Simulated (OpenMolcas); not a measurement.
# Tc⁵⁺ among point charges: CASSCF and CASPT2 levels and susceptibility

Aim: the splitting of the states of Tc⁵⁺ in the field of 6 point charges, its lowest levels with spin-orbit coupling and its magnetic susceptibility.

Method: state-averaged CASSCF and CASPT2, spin-orbit coupling by RASSI with atomic mean-field integrals. Code: OpenMolcas 26.06.

## (1) What is computed

| Item | Value |
| --- | --- |
| Species | Tc⁵⁺ (technetium, Z = 43, 38 electrons) |
| Basis | ANO-RCC-VTZP [7s6p4d2f1g], 68 functions |
| Scalar Hamiltonian | DKH2, point nucleus |
| Inactive shells | 1s 2s 2p 3s 3p 3d 4s 4p |
| Active space | 2 electrons in 5 orbitals (4d) |
| Some configurations of this space | 4d2 |
| Orbitals | optimised for each spin and parity, averaged over all roots |

Outer shells as boxes (Hund's rule):

4d2
```
4d [↑ ][↑ ][  ][  ][  ]
```

The ion sits among 6 point charges of -1.7 e arranged as an octahedron (Oh), 2.07 Å from the ion.

The work runs as a chain of OpenMolcas steps in one folder; each step below is one input file. Labels, J, g values, rates, χT and fits are worked out afterwards by a script from the matrices that RASSI stores. The input lists half of the charges; inversion (Group=XYZ) makes the rest.

## (2) One- and two-electron integrals

Contents of a.inp:

```
&GATEWAY
Coord
1

Tc 0.0 0.0 0.0
Basis=ANO-RCC-VTZP
Group=XYZ
NoMove
AngMom=0.0 0.0 0.0
AMFI
XField
3 Angstrom 0
2.070000 0.000000 0.000000 -1.700000
0.000000 2.070000 0.000000 -1.700000
0.000000 0.000000 2.070000 -1.700000
&SEWARD
```

Started as:

```bash
> OMP_NUM_THREADS=1 MOLCAS_MEM=1689 MOLCAS_PROJECT=a pymolcas a.inp > a.log
```

## (3) Reference wave functions, triplets of even parity, 10 roots

Contents of a.inp:

```
&RASSCF
FileOrb=start.orb
Symmetry=1
Spin=3
nActEl=2 0 0
Inactive=9 9
Ras2=5 0
CIRoot=10 10 1
SDav=10
CIMx=300
Iter=120 100
PrWF=0.3
OrbListing=Nothing
MaxOrb=0
>>> COPY $Project.JobIph JOB001
```

start.orb holds the contracted functions of the basis, ordered by shell, or the orbitals of the step before.

## (4) Reference wave functions, singlets of even parity, 15 roots

Contents of a.inp:

```
&RASSCF
FileOrb=start.orb
Symmetry=1
Spin=1
nActEl=2 0 0
Inactive=9 9
Ras2=5 0
CIRoot=15 15 1
SDav=15
CIMx=300
Iter=120 100
PrWF=0.3
OrbListing=Nothing
MaxOrb=0
>>> COPY $Project.JobIph JOB002
```

## (5) State interaction with spin-orbit coupling

Contents of a.inp:

```
&RASSI
NrOfJobIphs=2 10 15
1 2 3 4 5 6 7 8 9 10
1 2 3 4 5 6 7 8 9 10 11 12 13 14 15
IphNames
JOB001
JOB002
EJob
SpinOrbit
DIPRint=1.0
SOCoupling=1000.0
Subsets=2
Property=9
'ANGMOM' 1 'ANGMOM' 2 'ANGMOM' 3 'MLTPL  1' 1 'MLTPL  1' 2 'MLTPL  1' 3
'AMFI' 1 'AMFI' 2 'AMFI' 3
SOProperty=3
'ANGMOM' 1 'ANGMOM' 2 'ANGMOM' 3
```

## (6) CASPT2: IPEA 0.25, imaginary shift 0.1 (closed shells correlated: 4s 4p)

Contents of a.inp:

```
>>> COPY JOB001 $Project.JobIph
&CASPT2
Multistate=10 1 2 3 4 5 6 7 8 9 10
NoMult
Frozen=8 6
IPEA=0.25
Imaginary=0.1
MaxIter=60
WThr=0.0 0.3 0.05
PrWF=0.5
NoMix
>>> COPY JOB002 $Project.JobIph
&CASPT2
Multistate=15 1 2 3 4 5 6 7 8 9 10 11 12 13 14 15
NoMult
Frozen=8 6
IPEA=0.25
Imaginary=0.1
MaxIter=60
WThr=0.0 0.3 0.05
PrWF=0.5
NoMix
```

(Steps that only read results are left out.)

**Question.** What will these runs give? Wanted: spin-free ground state; first state of the same spin within the active space; lowest level; next level.

As calculated:

```
                                            quantity                                                                        value
                                              method  SS-CASPT2, IPEA 0.25, imaginary shift 0.1 (closed shells correlated: 4s 4p)
                              spin-free ground state                                              3T1, 3-fold in its orbital part
first state of the same spin within the active space                                                             3T2 at 4500 cm⁻¹
                                        lowest level                                               2-fold E, g = 0.00, 0.00, 0.00
                                          next level                                                                   391.0 cm⁻¹
                                         χT at 300 K                                                               0.14 cm³ K/mol
                           effective moment at 300 K                                                                      1.07 μB
```

Cost by method:

```
                                              method  time of its own steps  time with the reference
                                           A. CASSCF                  8.3 s                    8.3 s
B. SS-CASPT2, IPEA 0.25, imaginary shift 0.1, +4s 4p                  4.9 s                     13 s
```

Times are of one thread on a shared host.

**Reading.** The spin-free ground state (3T1) comes to 98 % from free-ion F terms and keeps the highest spin of the shell. χT at 300 K is 0.14, against 1.00 cm³ K/mol for the spin alone, so spin-orbit coupling lowers it. A ligand-field fit to the states below 45000 cm-1 gives 10Dq = 5879 cm-1, B = 780 cm-1 and C = 3278 cm-1 (C/B = 4.20), with a deviation of 222 cm-1. CASPT2 does not keep the components of a term degenerate, and the means are used. The field of point charges can differ much from that of real complexes. Point charges carry no covalency, so the field is a model and not that of real ligands.
